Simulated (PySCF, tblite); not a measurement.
**C3H12OSi2: geometry, infrared bands and NMR shifts**

Wanted: the infrared bands and NMR shifts of C3H12OSi2 (`C[SiH2]O[SiH](C)C`), by calculation.

Programs: tblite 0.8.0 and PySCF 2.14.0, with density-fitted response routines of our own. Each step states its level of theory. These are calculated values for one molecule in the gas phase, unless marked as measured. Atoms count from 0, in the outputs and in this text.

## Step 1: The molecule as given

18 atoms, charge 0, multiplicity 1; geometry from: force field or distance geometry start.

Bonds of the start (Å): C0–Si1 1.86, Si1–O2 1.74, O2–Si3 1.73, Si3–C4 1.86, Si3–C5 1.84, C0–H6 1.11, C0–H7 1.12, C0–H8 1.11, Si1–H9 1.47, Si1–H10 1.47, Si3–H11 1.47, C4–H12 1.12, C4–H13 1.11, C4–H14 1.12, C5–H15 1.11, C5–H16 1.12, C5–H17 1.12.

## Step 2: Geometry optimisation with GFN2-xTB

The job: settings as JSON, then the geometry in Å.

```
{"job": {"kind": "relax", "xc": "GFN2-xTB", "basis": "xTB"}, "charge": 0, "multiplicity": 1}
C     -2.667500     0.054100    -0.414700
Si    -1.471600    -1.318100    -0.037600
O     -0.132300    -0.588300     0.801300
Si     0.845500     0.110800    -0.440200
C      2.470100    -0.783600    -0.351200
C      0.970300     1.941000    -0.309000
H     -3.581500    -0.306700    -0.937600
H     -2.896400     0.620300     0.520500
H     -2.103600     0.749900    -1.077500
H     -2.071800    -2.397000     0.757600
H     -0.915800    -1.785700    -1.320900
H      0.260300    -0.199100    -1.758200
H      2.284000    -1.808000    -0.755600
H      2.843100    -0.949100     0.681900
H      3.249500    -0.324700    -1.005100
H      1.606700     2.307000     0.524300
H     -0.040500     2.375100    -0.123400
H      1.342700     2.308400    -1.295700
```

Run with:

```sh
OMP_NUM_THREADS=1 python probes_run.py task.json out
```

One launch serves the whole session: the jobs run in the order shown.

**Question.** This job is followed by: GFN2-xTB harmonic vibrations, gas phase; GIAO PBE0/pcSseg-1 NMR shielding, non-relativistic, gas phase. Predict these results of the whole session: strongest single infrared mode (GFN2-xTB); zero-point energy (GFN2-xTB); 13C shifts against TMS (PBE0/pcSseg-1, means over atoms taken as alike); 1H shifts against TMS (PBE0/pcSseg-1, means over atoms taken as alike); 29Si shifts against TMS (PBE0/pcSseg-1); 17O shifts against H2O (PBE0/pcSseg-1); surface potential, 1st and 99th percentile.

As calculated:

| quantity | value |
| --- | --- |
| strongest single infrared mode (GFN2-xTB) | 1081 cm⁻¹, 829 km/mol |
| zero-point energy (GFN2-xTB) | 87.2 kcal/mol |
| 13C shifts against TMS (PBE0/pcSseg-1, means over atoms taken as alike) | 1.9, 0.5 ppm |
| 1H shifts against TMS (PBE0/pcSseg-1, means over atoms taken as alike) | 5.26, 5.21, 0.26, 0.17 ppm |
| 29Si shifts against TMS (PBE0/pcSseg-1) | -6.7, -25.1 ppm |
| 17O shifts against H2O (PBE0/pcSseg-1) | 41.3 ppm |
| surface potential, 1st and 99th percentile | -0.62 V and 0.95 V |

In words: Relaxing lowered the energy by 1.258 eV in 121 steps; the close pair that moved most is Si1–O2, from 1.741 to 1.621 Å. No mode is imaginary among the 48: a minimum at this level. The strongest single mode, at 1081 cm⁻¹, moves mainly O2. GFN2-xTB is a fitted tight-binding method: band positions and strengths are rough. Its intensities can rank the bands wrongly. At PBE0/pcSseg-1: Shielding is most anisotropic at O2 (span 110 ppm, paramagnetic term -107 ppm).
